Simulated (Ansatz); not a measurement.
# TaVN2 under changes of volume

One of the cells (9.990 Å³/atom); the others are scaled copies at fixed shape and fractional positions:

```
Ta V N
1.0
     3.04987    0.00000    0.00000
     0.00000    3.04987    0.00000
     0.00000    0.00000    4.29606
Ta V N
1 1 2
Direct
  0.00000 0.00000 0.00000
  0.50000 0.50000 0.50000
  0.50000 0.50000 0.00000
  0.00000 0.00000 0.50000
```

The cell comes from a database or a generator and needn't be the stable form of this composition.

* Program: Ansatz 0.2.0
* Functional: r2SCAN
* Potentials or basis: Ansatz PAW
* Cutoff: 500 eV (not typed: the program's choice for these potentials)
* k mesh: 9 × 9 × 6
* Occupations: fermi-dirac, width 0.05 eV
* Spin: collinear spin, ferromagnetic start
* Starting moments: [0.0, 2.0, 0.0, 0.0] μB

| volume (Å³/atom) | energy over the lowest point (meV/atom) | pressure (GPa) | moment (μB per cell) |
| --- | --- | --- | --- |
| 9.391 | 38.70 | 21.4 | 1.67 |
| 9.591 | 17.21 | 13.5 | 1.72 |
| 9.790 | ? | ? | ? |
| 9.990 | 0.00 | 1.0 | 1.97 |
| 10.190 | 1.97 | -4.3 | 2.09 |
| 10.390 | 10.46 | -9.5 | 2.14 |
| 10.590 | 25.24 | -14.2 | 2.17 |

**Question.** What does the run at 9.790 Å³/atom give?

**Answer.** Energy over the lowest point 4.82 meV/atom; pressure 7.1 GPa; moment 1.87 μB per cell.

Worked out: A Birch-Murnaghan fit of order 3 (a polynomial in V^(-2/3)) to the other rows has its minimum at 10.03 Å³/atom with B0 = V·E''(V) = 280 GPa and B' = 3.7 at fixed shape and positions, which overstates the stiffness. It gives 4.72 meV/atom at 9.790 Å³/atom, against the run's 4.82, and -dE/dV = 7.0 GPa, against 7.1. A parabola through the other rows of the moment, of slope 0.526 μB per Å³/atom there, gives 1.88 μB, against the run's 1.87.

Energies are extrapolated to zero smearing.

Caveats: the magnetic or orbital state may not be the lowest; the PAW data sets come from PBE, with cores solved anew for the run's functional, which leaves a small shift of forces and pressure.
